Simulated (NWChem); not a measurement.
**One shape, several levels: C2H6FGa (SMILES [CH3][Ga]([CH3])[F])**

Wanted: a comparison of 4 runs (HF/STO-3G, HF/3-21G, B3LYP/6-31G*) of C2H6FGa. 

The calculation is run with NWChem 7.3.0.

**1. The structure to begin with**

C2H6FGa: 10 atoms, total charge 0, spin state singlet. As SMILES, `[CH3][Ga]([CH3])[F]`. The coordinates come from a PBE0-D4/def2-TZVP relaxation.

Bond lengths: C1–Ga2 1.954 Å, Ga2–C3 1.954 Å, Ga2–F4 1.774 Å, C1–H5 1.092 Å, C1–H6 1.093 Å, C1–H7 1.090 Å, C3–H8 1.090 Å, C3–H9 1.093 Å, C3–H10 1.092 Å. Some angles: C1–Ga2–C3 133.8°, C1–Ga2–F4 113.1°, C3–Ga2–F4 113.1°, Ga2–C1–H5 110.9°, Ga2–C1–H6 110.3°, Ga2–C1–H7 110.2°, Ga2–C3–H8 110.2°, Ga2–C3–H9 110.4°, Ga2–C3–H10 110.9°, H5–C1–H6 107.4°.

**2. Energy and gradient at HF/STO-3G (run 1)**

a.nw

```
start a
memory total 2200 mb
charge 0

geometry units bohr noautosym nocenter noautoz
C   -1.57508672   2.59818445  -1.55316590
Ga  -0.09562014  -0.68332497  -0.72735559
C    1.68922618  -2.01671572   2.21797155
F   -0.43180242  -2.93247700  -3.18985770
H   -2.88353309   3.20837701  -0.07804569
H   -0.09788781   4.03380939  -1.70207632
H   -2.58042102   2.49443848  -3.34802777
H    2.05791175  -4.02870713   1.97646455
H    3.48956826  -1.03689272   2.47119485
H    0.58430332  -1.73287886   3.93818924
end

basis spherical bse
* library STO-3G
end

scf
thresh 1e-08
maxiter 80
end

task scf gradient
```

Run with:

```sh
$ nwchem a.nw > a.out
```

Log:

```text
[...]
  functions       =    39
[...]
  wavefunction    = RHF
[...]
         Total SCF energy =  -2077.242820933371
      One-electron energy =  -3471.336582868943
      Two-electron energy =   1114.799943361288
 Nuclear repulsion energy =    279.293818574284
        Time for solution =      4.3s
[...]
                         RHF ENERGY GRADIENTS
    atom               coordinates                        gradient
                 x          y          z           x          y          z
   1 C      -1.575087   2.598184  -1.553166   -0.017773   0.041311  -0.006891
   2 Ga     -0.095620  -0.683325  -0.727356    0.001760   0.013409   0.014917
   3 C       1.689226  -2.016716   2.217972    0.021097  -0.013668   0.037915
   4 F      -0.431802  -2.932477  -3.189858   -0.006685  -0.044274  -0.048428
   5 H      -2.883533   3.208377  -0.078046   -0.004537   0.001120   0.008593
   6 H      -0.097888   4.033809  -1.702076    0.008278   0.004945   0.000779
   7 H      -2.580421   2.494438  -3.348028   -0.001953  -0.005858  -0.007052
   8 H       2.057912  -4.028707   1.976465   -0.001069  -0.006963  -0.006110
   9 H       3.489568  -1.036893   2.471195    0.007224   0.006491  -0.000279
  10 H       0.584303  -1.732879   3.938189   -0.006341   0.003487   0.006556
[...]
```

Wall time 5.7 s (1 thread of AMD EPYC 9R45 (Zen 5), shared host); peak memory 0.1 GiB.

**3. Energy and forces at HF/3-21G (run 2)**

c2h6fga.nw

```
start c2h6fga
title "C2H6FGa gradient"
memory stack 880 mb heap 220 mb global 1100 mb
geometry units angstroms noautosym nocenter noautoz
  C       -0.833500       1.374900      -0.821900
  Ga      -0.050600      -0.361600      -0.384900
  C        0.893900      -1.067200       1.173700
  F       -0.228500      -1.551800      -1.688000
  H       -1.525900       1.697800      -0.041300
  H       -0.051800       2.134600      -0.900700
  H       -1.365500       1.320000      -1.771700
  H        1.089000      -2.131900       1.045900
  H        1.846600      -0.548700       1.307700
  H        0.309200      -0.917000       2.084000
end
basis spherical bse
  * library 3-21G
end
scf
  thresh 1e-08
  maxiter 80
end
task scf gradient
```

Run with:

```sh
$ nwchem c2h6fga.nw > c2h6fga.out
```

Log:

```text
[...]
  functions       =    61
[...]
  wavefunction    = RHF
[...]
         Total SCF energy =  -2091.628827386491
      One-electron energy =  -3476.098862182624
      Two-electron energy =   1105.176196239544
 Nuclear repulsion energy =    279.293838556589
        Time for solution =      2.9s
[...]
                         RHF ENERGY GRADIENTS
    atom               coordinates                        gradient
                 x          y          z           x          y          z
   1 C      -1.575087   2.598184  -1.553166   -0.000918  -0.004860  -0.004148
   2 Ga     -0.095620  -0.683325  -0.727356    0.004679   0.028453   0.030822
   3 C       1.689226  -2.016716   2.217971   -0.001419  -0.004150  -0.004826
   4 F      -0.431802  -2.932477  -3.189857   -0.003288  -0.021140  -0.023053
   5 H      -2.883533   3.208377  -0.078046   -0.001591   0.000039   0.004698
   6 H      -0.097888   4.033809  -1.702076    0.004455   0.001708   0.001089
   7 H      -2.580421   2.494438  -3.348028   -0.001530  -0.002131  -0.004227
   8 H       2.057912  -4.028707   1.976464    0.000055  -0.004294  -0.002421
   9 H       3.489568  -1.036893   2.471195    0.002916   0.003920  -0.000605
  10 H       0.584303  -1.732879   3.938189   -0.003359   0.002455   0.002672
[...]
```

It took 4.5 s on 1 thread of AMD EPYC 9R45 (Zen 5), shared host; peak memory 0.11 GiB.

Run 3 isn't shown in full; the table further down has it.

**4. Energy and forces at B3LYP/6-31G(d) (Cartesian functions) (run 4)**

input.xyz

```xyz
10

C     -0.833500     1.374900    -0.821900
Ga    -0.050600    -0.361600    -0.384900
C      0.893900    -1.067200     1.173700
F     -0.228500    -1.551800    -1.688000
H     -1.525900     1.697800    -0.041300
H     -0.051800     2.134600    -0.900700
H     -1.365500     1.320000    -1.771700
H      1.089000    -2.131900     1.045900
H      1.846600    -0.548700     1.307700
H      0.309200    -0.917000     2.084000
```

input.nw

```
start input
memory total 2200 mb

geometry noautosym nocenter noautoz
  load format xyz input.xyz
end

basis cartesian
  * library 6-31G*
end

dft
  xc b3lyp
  grid fine
  convergence energy 1e-08
  maxiter 100
  mulliken
end

task dft gradient
```

Run with:

```sh
$ nwchem input.nw > input.out
```

Log:

```text
[...]
          Wavefunction type:  closed shell.
          No. of atoms     :    10
          No. of electrons :    58
[...]
          Charge           :     0
          Spin multiplicity:     1
[...]
          AO basis - number of functions:    92
[...]
              XC Information
              --------------
                         B3LYP Method XC Potential
                     Hartree-Fock (Exact) Exchange  0.200
                        Slater Exchange Functional  0.800 local
                    Becke 1988 Exchange Functional  0.720 non-local
              Lee-Yang-Parr Correlation Functional  0.810
                  VWN I RPA Correlation Functional  0.190 local
[...]
 d= 0,ls=0.0,diis     1  -2104.2602369789 -2.38D+03  1.81D-02  1.28D+00     2.3
[...]
 d= 0,ls=0.0,diis    10  -2104.3485548851 -7.61D-09  4.32D-07  4.06D-09    16.2
         Total DFT energy =    -2104.348554885065
      One electron energy =    -3486.319629916170
           Coulomb energy =     1201.374582706933
    Exchange-Corr. energy =      -98.697346232416
 Nuclear repulsion energy =      279.293838556589
[...]
      Total Density - Mulliken Population Analysis
     ---------------------------------------------
    Atom       Charge   Shell Charges
 -----------   ------   -------------------------------------------------------
    1 C    6     6.61   1.99  0.67  2.11  0.65  1.16  0.02
    2 Ga  31    30.42   2.00  1.99  6.00  1.95  5.99  1.19  1.18  0.04  0.09  6.86  2.95  0.17
    3 C    6     6.61   1.99  0.67  2.11  0.65  1.16  0.02
    4 F    9     9.43   1.99  0.94  3.29  0.99  2.17  0.05
    5 H    1     0.83   0.52  0.31
    6 H    1     0.83   0.52  0.31
    7 H    1     0.81   0.52  0.29
    8 H    1     0.81   0.52  0.29
    9 H    1     0.83   0.52  0.31
   10 H    1     0.83   0.52  0.31
[...]
  wavefunction    = closed shell
[...]
```

Wall time 22 s (1 thread of AMD EPYC 9R45 (Zen 5), shared host); peak memory 0.13 GiB.

**5. All runs side by side**

```csv
run,level,iteration cap,module,energy (Eh),dipole moment (D),HOMO energy (eV),LUMO energy (eV),wall time
1,HF/STO-3G,80,scf,-2077.242821,1.15,-7.03,5.59,5.7 s
2,HF/3-21G,80,scf,-2091.628827,2.89,-10.82,2.35,4.5 s
3,B3LYP/6-31G* (spherical functions),100,dft,-2104.340165,2.71,-7.54,-0.73,36 s
4,B3LYP/6-31G* (Cartesian functions),100,dft,-2104.348555,2.68,-7.53,-0.71,22 s
```

**6. Results**

| quantity | value |
| --- | --- |
| run 4: total energy | -2104.34855 Eh |
| run 4: dipole moment | 2.68 D |
| run 4: HOMO energy | -7.53 eV |
| run 4: LUMO energy | -0.71 eV |
| run 4: HOMO–LUMO gap | 6.82 eV |
| run 4: largest force on an atom | 0.169 eV/Å |

What this shows: The dipole moment (its size) runs from 1.15 D (HF/STO-3G) to 2.89 D (HF/3-21G). The HOMO–LUMO gap runs from 6.82 eV (B3LYP/6-31G*) to 13.17 eV (HF/3-21G). The two ends differ in method and basis. In run 1 the basis is minimal, so the values are rough. All runs together took 68 s, the longest 36 s.
